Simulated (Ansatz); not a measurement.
MgIn₂N₂, space group R-3m, a relaxation driven by ASE

Program: the Ansatz DFT code, driven from Python.

Notebook, run cell by cell (the value of a cell's last expression is shown):

**Cell 1**
```python
import warnings

import ansatz as az
from ase import Atoms
from ase.calculators.calculator import Calculator, all_changes
from ase.filters import FrechetCellFilter
from ase.optimize import LBFGS
from ase.units import GPa
import numpy as np
```

**Cell 2**
```python
FUNCTIONAL = 'lda'
KMESH = (6, 6, 6)
FILLING = 'fixed'
MAX_SCF = 200
N_EMPTY = 12


class DFT(Calculator):
    implemented_properties = ['energy', 'free_energy', 'forces', 'stress']

    def calculate(self, atoms=None, properties=('energy',), system_changes=all_changes):
        super().calculate(atoms, properties, system_changes)
        bare = self.atoms.copy()
        bare.set_constraint()
        bare.set_momenta(None)
        job = (
            az.Crystal.from_ase(bare).calculation()
            .functional(FUNCTIONAL)
            .kpoints(*KMESH)
            .occupations(FILLING)
            .scf(max_iterations=MAX_SCF, extra_bands=N_EMPTY)
            .forces()
            .stress()
        )
        report = job.run(threads=1, backend='cpu').report
        self.results['free_energy'] = report['lagrangian_ev']
        self.results['energy'] = report.get('lagrangian_sigma0_ev', report['lagrangian_ev'])
        self.results['forces'] = np.array(report['forces_ev_ang'])
        s = -np.array(report['stress_gpa']) * GPa  # ASE counts tension as positive
        self.results['stress'] = s[[0, 1, 2, 1, 0, 0], [0, 1, 2, 2, 2, 1]]
```

**Cell 3**
```python
warnings.simplefilter('ignore')
atoms = Atoms(
    ['Mg', 'In', 'In', 'N', 'N'],
    cell=[(1.670148, 0.96426, 7.772494), (-1.670148, 0.96426, 7.772494), (0.0, -1.928521, 7.772494)],
    scaled_positions=[
        (0.0, 0.0, 0.0),
        (0.439007, 0.439007, 0.439007),
        (0.560993, 0.560993, 0.560993),
        (0.277277, 0.277277, 0.277277),
        (0.722723, 0.722723, 0.722723),
    ],
    pbc=True,
)
atoms.calc = DFT()
before = atoms.get_potential_energy(), atoms.get_volume()
target = FrechetCellFilter(atoms)
optimiser = LBFGS(target, logfile=None)
```

**Cell 4**
```python
def tell():
    fmax = np.linalg.norm(target.get_forces(), axis=1).max()
    print(f'step {optimiser.nsteps:2d}  E = {atoms.get_potential_energy():.5f} eV  fmax = {fmax:.4f}  V = {atoms.get_volume():.3f} A^3')
```

**Cell 5**
```python
optimiser.attach(tell)
met = optimiser.run(fmax=0.02, steps=15)
print('threshold met:', bool(met), ' energy gained:', round(before[0] - atoms.get_potential_energy(), 5), 'eV')
print('cell lengths and angles:', np.round(atoms.cell.cellpar(), 3))
np.round(atoms.get_scaled_positions(), 4)
```
Output:
```text
step  0  E = -13564.99422 eV  fmax = 0.7663  V = 75.104 A^3
step  1  E = -13565.02143 eV  fmax = 0.6882  V = 74.621 A^3
step  2  E = -13565.09621 eV  fmax = 0.5781  V = 71.793 A^3
step  3  E = -13565.10923 eV  fmax = 0.4921  V = 71.339 A^3
step  4  E = -13565.13358 eV  fmax = 0.0630  V = 69.760 A^3
step  5  E = -13565.13383 eV  fmax = 0.0295  V = 69.890 A^3
step  6  E = -13565.13386 eV  fmax = 0.0268  V = 69.890 A^3
step  7  E = -13565.13398 eV  fmax = 0.0014  V = 69.856 A^3
threshold met: True  energy gained: 0.13976 eV
cell lengths and angles: [ 7.809  7.809  7.809 24.114 24.114 24.114]
array([[0.    , 0.    , 0.    ],
       [0.4395, 0.4395, 0.4395],
       [0.5605, 0.5605, 0.5605],
       [0.277 , 0.277 , 0.277 ],
       [0.723 , 0.723 , 0.723 ]])
```

Notes:
- The settings weren't tested for convergence.
- At these settings the cell as given stands under about -8 GPa, so it isn't at this functional's equilibrium volume.
- The structure comes from a database of computed cells and needn't be a stable or known phase.
- It ran for 28 s on 1 thread of Arm Neoverse V1 (shared host), peak memory 0.48 GiB.
